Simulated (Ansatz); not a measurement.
# C₂H₆AlCl: shape, modes and thermochemistry

What shape does C₂H₆AlCl take? The plan is to relax it, check the end point by its vibrations and derive ideal-gas thermochemistry.

Program: Ansatz 0.2.0, Gaussian basis. Level of theory: RKS PBE0-D4/def2-TZVP. These are calculated values, not measurements.

Plan: relaxation at PBE0-D4/def2-TZVP; harmonic vibrations at the same level.

1 further run of the same task is left out (set aside as unsound or not needed).

**1. The starting structure**

SMILES `[CH3][Al]([CH3])[Cl]`, 10 atoms, charge 0, spin multiplicity 1.

Atoms are counted from 1 here; the program's logs count them from 0.

Bond lengths: C1–Al2 1.994 Å, C1–H5 1.095 Å, C1–H6 1.093 Å, C1–H7 1.093 Å, Al2–C3 1.993 Å, Al2–Cl4 2.038 Å, C3–H8 1.095 Å, C3–H9 1.092 Å, C3–H10 1.095 Å. Angles: Al2–C1–H5 111.9°, Al2–C1–H6 112.3°, Al2–C1–H7 112.2°, H5–C1–H6 107.1°, H5–C1–H7 107.1°, H6–C1–H7 105.9°, C1–Al2–C3 124.2°, C1–Al2–Cl4 118.3°, C3–Al2–Cl4 117.5°, Al2–C3–H8 111.7°, Al2–C3–H9 112.9°, Al2–C3–H10 111.6°, H8–C3–H9 107.2°, H8–C3–H10 105.8°, H9–C3–H10 107.2°.

Geometry (Å):

```xyz
10
charge 0, multiplicity 1
C    -0.5269    1.3795   -1.0063
Al   -0.2721   -0.4845   -0.3465
C     0.7525   -0.9622    1.2943
Cl   -1.1070   -2.0094   -1.4105
H    -1.1314    1.4102   -1.9192
H    -1.0241    2.0161   -0.2696
H     0.4233    1.8705   -1.2338
H     0.1297   -1.4970    2.0192
H     1.1670   -0.0914    1.8056
H     1.5889   -1.6318    1.0670
```

The start is a GFN2-xTB geometry.

**2. Geometry optimisation, PBE0-D4/def2-TZVP**

File in.yaml:

```yaml
crystal:
  periodic: [false, false, false]
  atoms:
    - {symbol: C, position_ang: [-0.526910, 1.379510, -1.006260]}
    - {symbol: Al, position_ang: [-0.272060, -0.484510, -0.346540]}
    - {symbol: C, position_ang: [0.752470, -0.962200, 1.294280]}
    - {symbol: Cl, position_ang: [-1.106960, -2.009360, -1.410550]}
    - {symbol: H, position_ang: [-1.131360, 1.410220, -1.919190]}
    - {symbol: H, position_ang: [-1.024150, 2.016070, -0.269600]}
    - {symbol: H, position_ang: [0.423300, 1.870460, -1.233840]}
    - {symbol: H, position_ang: [0.129740, -1.496990, 2.019170]}
    - {symbol: H, position_ang: [1.167050, -0.091400, 1.805580]}
    - {symbol: H, position_ang: [1.588880, -1.631810, 1.066960]}
basis:
  gaussian: {orbitals: def2-TZVP}
hamiltonian: {xc: pbe0, dispersion: d4}
relax: {f_tol: 0.005, max_steps: 150}
```

Further steps of the session: Vibrations by finite differences.

Before running them: what should the planned runs give, taken together? Wanted: point group; shift from the start; total energy; dispersion term; dipole moment; lowest, highest wavenumber.

The runs gave:

| quantity | value |
| --- | --- |
| point group | Cs |
| steps | 6 |
| shift from the start (rms) | 0.043 Å |
| total energy | -21285.6067 eV |
| dispersion term | -153 meV |
| dipole moment | 2.07 D |
| lowest, highest wavenumber | -17, 3142 cm⁻¹ |

What this shows: The relaxed geometry lies 0.04 Å (rms) from the start; the bond that changed most is Al2–Cl4, from 2.038 to 2.114 Å. One or more small negative wavenumbers (down to -17 cm⁻¹) point to a very flat motion, so a minimum isn't proven. The stiffest mode, 3142 cm⁻¹, is a C–H stretch. Harmonic hybrid wavenumbers usually lie a few per cent above measured fundamentals. The largest Mulliken charge, +0.62 e, sits on Al2.
